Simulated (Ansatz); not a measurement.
Ge, space group Imma, the levels without and with spin-orbit coupling

Run with Ansatz 0.2.0, Python API.

The script reads `ge.cif`:
```cif
data_Ge
_cell_length_a 3.914256
_cell_length_b 3.914256
_cell_length_c 3.914256
_cell_angle_alpha 100.76742
_cell_angle_beta 94.74441
_cell_angle_gamma 136.92550
_symmetry_space_group_name_H-M 'P 1'
_symmetry_Int_Tables_number 1
loop_
_symmetry_equiv_pos_as_xyz
'x, y, z'
loop_
_atom_site_label
_atom_site_type_symbol
_atom_site_fract_x
_atom_site_fract_y
_atom_site_fract_z
Ge1 Ge    0.185943    0.935943    0.250000
Ge2 Ge    0.814057    0.064057    0.750000
```

The script, `run_soc.py`:
```python
"""What spin-orbit coupling does to the bands of Ge."""

import ansatz as az
from ase.io import read

params = {
    "mesh": (12, 12, 12),
    "cutoff_ev": 550,
    "smearing": "fermi_dirac",
    "sigma": 0.05,
}

atoms = read("ge.cif")
structure = az.Crystal.from_ase(atoms)

setup = structure.calculation()
setup = setup.kpoints(*params["mesh"])
setup = setup.functional(az.Functional.PBESOL).basis(params["cutoff_ev"])
setup = setup.occupations(params["smearing"], width=params["sigma"])
setup = setup.band_table()
for label, variant in (("scalar-relativistic", setup), ("spin-orbit", setup.spin(soc=True))):
    data = variant.run(threads=1).report
    zero = data["band_edges_ev"][0] if data.get("band_edges_ev") else data["fermi_energy_ev"]
    near = [round(e - zero, 3) for e in data["eigenvalues_ev"][0] if abs(e - zero) < 3]
    print(label)
    print("  band edges (eV):", [round(e, 3) for e in data.get("band_edges_ev") or []] or "none reported")
    print("  levels at k =", data["kpoints_frac"][0], "within 3 eV of the zero:", near)
```

```console
$ python run_soc.py
scalar-relativistic
  band edges (eV): none reported
  levels at k = [0.0, 0.0, 0.0] within 3 eV of the zero: [-2.344, -1.898]
spin-orbit
  band edges (eV): none reported
  levels at k = [0.0, 0.0, 0.0] within 3 eV of the zero: [-2.359, -2.359, -1.883, -1.883]
```

Notes:
- The computed bands are complete only to about 3.7 eV above the Fermi level.
- This isn't the structure that Ge takes at ambient conditions.
- Gaps and levels are Kohn-Sham values on a finite set of k-points.
- With spin-orbit coupling each level holds one electron and, with inversion or at time-reversal points, comes in pairs; a window in energy can cut a split set.
- The whole script took 71 s on 1 thread of Arm Neoverse V2 (shared host), peak memory 1.1 GiB.
